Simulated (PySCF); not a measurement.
# A diatomic session: CrBr

An exercise on one series of results from a longer session: the logs are not shown, and one member is left open.

The runs use PySCF 2.14.0; Cr def2-TZVPP, Br def2-TZVPP, no relativity.

The first run:

A driver script around PySCF takes these settings:

```yaml
atoms: Cr, Br
charge: 0
basis: Cr def2-TZVPP, Br def2-TZVPP
Hamiltonian: no relativity
basis_functions: 112
electrons_treated: 59
masses_in_u: 51.9405, 78.9183
levels: PBE0, PBE, r²SCAN, M06-2X, B97-3, B2PLYP, BHandHLYP, ωB97M-V, HF, MP2, SCS-MP2
grid: 80 radial by 434 angular points
occupations: held fixed by the projection of orbital angular momentum
dissociation_limit: Cr + Br, each in its ground configuration
starting_distance_in_angstrom: 2.280
values_of_2S_to_try: 1, 3, 5, 7, 9
```

The run is started by

```bash
OMP_NUM_THREADS=2 python dia.py task.json out
```

Among the steps run: The job; PBE0 along the bond; Other states along the same grid; PBE; r²SCAN (meta-GGA); M06-2X; B97-3 (global hybrid GGA); B2PLYP; BHandHLYP (global hybrid GGA); ωB97M-V; UHF.

One of the session's tables, all rows but one given; the rest of the session is left out.

It belongs to the step «The curves together». Energy (eV) from each level's lowest point:

```
R (Å)    UHF  UHF-MP2  UHF-SCS-MP2    PBE  r²SCAN
2.029  1.432    0.871        0.960  0.779   0.812
2.123  0.773    0.365        0.437  0.322   0.339
2.217  0.366    0.098        0.148  0.086   0.092
2.288      ?        ?            ?      ?       ?
2.359  0.065    0.000        0.000  0.000   0.000
2.430  0.008    0.031        0.006  0.036   0.036
2.524  0.000    0.122        0.068  0.135   0.137
2.642  0.066    0.288        0.203  0.313   0.320
2.784  0.217    0.532        0.417  0.566   0.581
2.972  0.481    0.889        0.745  0.923   0.950
```

**Question.** Estimate the row for R (Å) = 2.288.

Worked estimate for «UHF». A straight line through the neighbours (2.217, 0.366) and (2.359, 0.065) gives 0.366 + (0.065 − 0.366) × (2.288 − 2.217) / (2.359 − 2.217) = 0.216; a parabola fitted to 4 rows on both sides gives 0.174.

As computed: UHF: 0.178; UHF-MP2: 0.016; UHF-SCS-MP2: 0.041; PBE: 0.011; r²SCAN: 0.013. In «UHF» the line misses by +0.038 and the parabola by -0.004.
